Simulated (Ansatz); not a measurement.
# H6C2O: the cost of one run

All numbers below are computed with Ansatz 0.2.0 (DFT r2SCAN+D3(BJ), plane waves, PAW, scalar-relativistic, no spin polarisation).

**1. The structure to begin with**

The cell holds 36 atoms (C8H24O4): a = 7.529 Å, b = 7.529 Å, c = 7.529 Å, α = 90.00°, β = 90.00°, γ = 90.00°.

The coordinates stand in the first input below.

**2. Preparing the start**

File input.yaml:

```yaml
accuracy: low
crystal:
  lattice:
    - [7.529072, 0.0, 0.0]
    - [0.0, 7.529072, 0.0]
    - [0.0, 0.0, 7.529072]
  atoms:
    - { symbol: C, position: [0.478661, 0.2813729, 0.0527318] }
    - { symbol: C, position: [0.3257941, 0.4106821, 0.0681164] }
    - { symbol: O, position: [0.1659072, 0.3099699, 0.0537098] }
    - { symbol: H, position: [0.066878, 0.3920774, 0.0634615] }
    - { symbol: H, position: [0.3319553, 0.4808243, 0.1960212] }
    - { symbol: H, position: [0.3339859, 0.5110235, -0.0376287] }
    - { symbol: H, position: [0.6057931, 0.3508219, 0.0628129] }
    - { symbol: H, position: [0.4708918, 0.1825163, 0.1585315] }
    - { symbol: H, position: [0.47292, 0.2126798, -0.0748412] }
    - { symbol: C, position: [0.8893985, 0.5318089, 0.559574] }
    - { symbol: C, position: [0.9880263, 0.6723808, 0.4554687] }
    - { symbol: O, position: [0.8600705, 0.8006504, 0.3998939] }
    - { symbol: H, position: [0.9223363, 0.8915828, 0.3328283] }
    - { symbol: H, position: [1.09078, 0.7339367, 0.5389556] }
    - { symbol: H, position: [1.0548855, 0.6121441, 0.3404952] }
    - { symbol: H, position: [0.9807282, 0.4289718, 0.6061655] }
    - { symbol: H, position: [0.824032, 0.5917308, 0.6743049] }
    - { symbol: H, position: [0.7881801, 0.4700826, 0.4760798] }
    - { symbol: C, position: [0.2217431, 0.8854175, 0.8446248] }
    - { symbol: C, position: [0.1598833, 1.067492, 0.7867623] }
    - { symbol: O, position: [0.0748043, 1.0466747, 0.6187072] }
    - { symbol: H, position: [0.0345872, 1.1631381, 0.5804663] }
    - { symbol: H, position: [0.0676696, 1.1229698, 0.8854353] }
    - { symbol: H, position: [0.2736775, 1.1584215, 0.7767508] }
    - { symbol: H, position: [0.2884746, 0.8924521, 0.9734067] }
    - { symbol: H, position: [0.1083991, 0.7956395, 0.8555623] }
    - { symbol: H, position: [0.3141627, 0.8310491, 0.7470067] }
    - { symbol: C, position: [0.6761437, 0.1417156, 0.472654] }
    - { symbol: C, position: [0.558575, 0.2951878, 0.5269651] }
    - { symbol: O, position: [0.3831679, 0.2264747, 0.5475854] }
    - { symbol: H, position: [0.3066363, 0.3242827, 0.5825143] }
    - { symbol: H, position: [0.606724, 0.3536894, 0.6517721] }
    - { symbol: H, position: [0.562051, 0.399695, 0.4250648] }
    - { symbol: H, position: [0.8132539, 0.1860239, 0.4546277] }
    - { symbol: H, position: [0.6733706, 0.038584, 0.5745498] }
    - { symbol: H, position: [0.6287506, 0.0845351, 0.3481114] }
basis:
  ecutwfc: 500.0
kpoints:
  mp_grid: { grid: [1, 1, 1] }
hamiltonian:
  xc: r2scan
  dispersion: d3bj
scf:
  occupations: { method: fermi_dirac, width: 0.05 }
  lower_state_search: "off"
relax:
  f_tol: 0.3
  max_steps: 15
  adjacent_minimum: "off"
```

Launch:

```console
ansatz run input.yaml --threads 1 --pin off --max-ram 3072MiB --backend cpu --events-out ev --progress --plain --runs-dir out
```

Q: Estimate wall time and peak memory on 1 thread of Arm Neoverse V1, shared host.

About 4.3 min, with a peak of 0.81 GiB.
